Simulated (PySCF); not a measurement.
**One shape, several levels: C2H10N2Si (SMILES CN[SiH2]NC)**

We compute a comparison of 3 runs (HF/3-21G, TPSS/cc-pVDZ, CCSD(T)/6-31G) of C2H10N2Si. Input form: a Python script.

The calculation is run with PySCF 2.14.0.

### Step 1. The structure to begin with

C2H10N2Si has 15 atoms, charge 0, and is taken as a singlet. SMILES: `CN[SiH2]NC`. The shape is that of a PBE0-D4/def2-TZVP optimisation. This is one conformer, not always the lowest.

Bond lengths: C1–N2 1.445 Å, N2–Si3 1.710 Å, Si3–N4 1.710 Å, N4–C5 1.445 Å, C1–H6 1.097 Å, C1–H7 1.095 Å, C1–H8 1.092 Å, N2–H9 1.008 Å, Si3–H10 1.495 Å, Si3–H11 1.495 Å, N4–H12 1.008 Å, C5–H13 1.092 Å, C5–H14 1.095 Å, C5–H15 1.097 Å. Some angles: C1–N2–Si3 125.6°, N2–Si3–N4 108.1°, Si3–N4–C5 125.6°, C1–N2–H9 113.9°, Si3–N2–H9 117.8°, N2–C1–H6 113.4°, N2–C1–H7 111.3°, N2–C1–H8 109.4°, N2–Si3–H10 103.3°, N2–Si3–H11 117.8°.

### Step 2. Energy and gradient at HF/3-21G (run 1)

geometry.xyz

```xyz
15

C     -0.488000     0.097900    -2.681700
N     -0.707600    -0.071200    -1.263700
Si     0.350700     0.444100    -0.022900
N      0.168900    -0.617900     1.305400
C      0.356200    -0.268100     2.694700
H     -0.989800     0.980400    -3.098700
H     -0.826100    -0.778400    -3.244600
H      0.581700     0.212400    -2.871300
H     -1.668600    -0.249600    -1.017500
H      1.682000     0.488800    -0.702500
H      0.114600     1.792300     0.579500
H      0.211100    -1.608500     1.124100
H      0.223200     0.809100     2.818000
H     -0.383600    -0.762300     3.333200
H      1.353400    -0.520000     3.077400
```

run.py

```python
# CN[SiH2]NC
from pyscf import gto

molecule = gto.M(
    atom='geometry.xyz',
    verbose=4,
    spin=0,
    max_memory=1860,
    basis='3-21g',
)

hf = molecule.RHF()
hf.conv_tol = 1e-10
hf.kernel()
if not hf.converged:
    hf = hf.newton().run(hf.mo_coeff, hf.mo_occ)

e_tot = hf.e_tot
print('Final energy', e_tot)
grad = hf.nuc_grad_method().kernel()
dip = hf.dip_moment()
pop, q = hf.mulliken_pop()
```

Started as:

```sh
OMP_NUM_THREADS=1 python run.py
```

Output:

```text
PySCF version 2.14.0

[... 69 lines left out ...]
converged SCF energy = -476.83475914252
Final energy -476.83475914251983
[... 11 lines left out ...]
Dipole moment(X, Y, Z, Debye): -0.51885, -0.65897,  0.03667
[... 85 lines left out ...]
charge of   14H =      0.17851
```

Wall time 4.2 s (1 thread of Intel Xeon at 2.70GHz, shared host); peak memory 0.14 GiB.

### Step 3. Energy and gradient at TPSS/cc-pVDZ (run 2)

job.py

```python
from pyscf import gto, dft

mol = gto.Mole()
mol.atom = '''
C       -0.488000       0.097900      -2.681700
N       -0.707600      -0.071200      -1.263700
Si       0.350700       0.444100      -0.022900
N        0.168900      -0.617900       1.305400
C        0.356200      -0.268100       2.694700
H       -0.989800       0.980400      -3.098700
H       -0.826100      -0.778400      -3.244600
H        0.581700       0.212400      -2.871300
H       -1.668600      -0.249600      -1.017500
H        1.682000       0.488800      -0.702500
H        0.114600       1.792300       0.579500
H        0.211100      -1.608500       1.124100
H        0.223200       0.809100       2.818000
H       -0.383600      -0.762300       3.333200
H        1.353400      -0.520000       3.077400
'''
mol.max_memory = 1860
mol.basis = 'cc-pvdz'
mol.verbose = 4
mol.build()

myscf = dft.RKS(mol)
myscf.xc = 'tpss'
myscf.conv_tol = 1e-10
myscf.grids.level = 5
myscf.kernel()
if not myscf.converged:
    myscf = myscf.newton().run(myscf.mo_coeff, myscf.mo_occ)

etot = myscf.e_tot
print('E(%s) = %.9f' % ('TPSS', etot))
grad = myscf.nuc_grad_method().kernel()
myscf.analyze()
```

Started as:

```sh
OMP_NUM_THREADS=1 python job.py
```

Output:

```text
PySCF version 2.14.0

[... 115 lines left out ...]
MO #9   energy= -3.48800368802295  occ= 2
[... 22 lines left out ...]
MO #32  energy= 0.114275906634365  occ= 0
[... 22 lines left out ...]
MO #55  energy= 0.60248634419961   occ= 0
[... 22 lines left out ...]
MO #78  energy= 1.36177920678653   occ= 0
[... 22 lines left out ...]
MO #101 energy= 1.97386828114906   occ= 0
[... 22 lines left out ...]
MO #124 energy= 2.97458472208027   occ= 0
[... 142 lines left out ...]
Dipole moment(X, Y, Z, Debye): -0.81413, -1.03503,  0.05745
```

Run time: 2.7 min. Hardware: 1 thread of Intel Xeon at 2.70GHz, shared host; peak memory 1.3 GiB.

### Step 4. A single-point energy at CCSD(T)/6-31G (run 3)

calc.py

```python
from pyscf import gto, scf, cc

mol = gto.Mole()
mol.atom = '''
C   -0.488000   0.097900  -2.681700
N   -0.707600  -0.071200  -1.263700
Si   0.350700   0.444100  -0.022900
N    0.168900  -0.617900   1.305400
C    0.356200  -0.268100   2.694700
H   -0.989800   0.980400  -3.098700
H   -0.826100  -0.778400  -3.244600
H    0.581700   0.212400  -2.871300
H   -1.668600  -0.249600  -1.017500
H    1.682000   0.488800  -0.702500
H    0.114600   1.792300   0.579500
H    0.211100  -1.608500   1.124100
H    0.223200   0.809100   2.818000
H   -0.383600  -0.762300   3.333200
H    1.353400  -0.520000   3.077400
'''
mol.verbose = 3
mol.max_memory = 1860
mol.charge = 0
mol.basis = '6-31g'
mol.build()

mf = scf.RHF(mol)
mf.conv_tol = 1e-10
mf.kernel()
if not mf.converged:
    mf = mf.newton().run(mf.mo_coeff, mf.mo_occ)

mycc = cc.CCSD(mf, frozen=9)
mycc.kernel()
e_t = mycc.ccsd_t()
e_tot = mycc.e_tot + e_t
print('E(%s) = %.9f' % ('CCSD(T)', e_tot))
mf.analyze()
```

Started as:

```sh
OMP_NUM_THREADS=1 python calc.py
```

Output:

```text
converged SCF energy = -479.262394332162
[... 12 lines left out ...]
MO #9   energy= -4.26936116221789  occ= 2
[... 11 lines left out ...]
MO #21  energy= -0.496621850330234 occ= 2
[... 11 lines left out ...]
MO #33  energy= 0.317308743899496  occ= 0
[... 11 lines left out ...]
MO #45  energy= 0.805247352761382  occ= 0
[... 11 lines left out ...]
MO #57  energy= 1.24224959392378   occ= 0
[... 11 lines left out ...]
MO #69  energy= 1.77457749183233   occ= 0
[... 16 lines left out ...]
Dipole moment(X, Y, Z, Debye): -0.39076, -0.49599,  0.02765
```

Wall time 16 s (1 thread of Intel Xeon at 2.70GHz, shared host); peak memory 0.25 GiB.

### Step 5. All runs side by side

```tsv
run	level	integration grid	task	energy (Eh)	dipole moment (D) of the reference	HOMO energy (eV)	LUMO energy (eV)	wall time
1	HF/3-21G	–	gradient	-476.834759	0.84	-9.59	5.61	4.2 s
2	TPSS/cc-pVDZ	5	gradient	-481.308316	1.32	-5.11	1.07	2.7 min
3	CCSD(T)/6-31G	–	energy	-479.780240	0.63	-9.67	4.75	16 s
```

### Step 6. Outcome

| quantity | value |
| --- | --- |
| run 3: total energy | -479.78024 Eh |
| run 3: dipole moment (Hartree–Fock density) | 0.63 D |
| run 3: HOMO energy (Hartree–Fock orbitals) | -9.67 eV |
| run 3: LUMO energy (Hartree–Fock orbitals) | 4.75 eV |
| run 3: HOMO–LUMO gap (Hartree–Fock orbitals) | 14.42 eV |
| run 3: correlation energy (9 core orbitals frozen) | -517.8 mEh |
| run 3: (T) correction | -10.45 mEh |
| run 3: T1 diagnostic | 0.011 |

All runs together took 3 min, the longest 2.7 min.
